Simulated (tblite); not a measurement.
# C4H6BrClGa2: the cost of one run

The runs use tblite 0.8.0 and PySCF 2.14.0, with density-fitted response routines of our own; the level of theory stands in each step. All values are computed, except where a source is named. Atoms are numbered from 0 throughout.

**1. The molecule as given**

14 atoms, charge 0, multiplicity 1; geometry from: force field or distance geometry start.

Bonds of the start (Å): C0–C1 1.23, C1–C2 1.44, C2–C3 1.31, C3–Ga4 1.96, Ga4–Cl5 2.18, Cl5–Ga6 2.21, Ga6–Br7 2.38, Br7–Ga4 2.37, C0–H8 1.06, C2–H9 1.09, C3–H10 1.11, Ga4–H11 1.62, Ga6–H12 1.61, Ga6–H13 1.61.

**2. Geometry optimisation with GFN2-xTB**

Job settings and geometry (Å):

```
{"job": {"kind": "relax", "xc": "GFN2-xTB", "basis": "xTB"}, "charge": 0, "multiplicity": 1}
C      4.458100     0.294900    -0.388000
C      3.253500     0.541200    -0.463000
C      1.845000     0.812300    -0.543600
C      1.003400    -0.158500    -0.311100
Ga    -0.952700    -0.021100    -0.362000
Cl    -1.813600     1.800200     0.480500
Ga    -3.581200     0.584900     1.021400
Br    -2.063500    -1.209200     1.367000
H      5.490400     0.075800    -0.341700
H      1.456500     1.791600    -0.803200
H      1.414400    -1.154100    -0.040500
H     -1.617800    -0.362600    -1.799500
H     -4.560900     0.238900    -0.203400
H     -4.332200     1.045100     2.365000
```

On the command line:

```bash
$ OMP_NUM_THREADS=1 python probes_run.py task.json out
```

The driver reads the jobs from task.json and runs them one after another.

**Question.** How long does this first job take on 1 thread of Arm Neoverse N1, shared host, and how much memory does it need?

About 3.8 s, with a peak of 0.18 GiB.
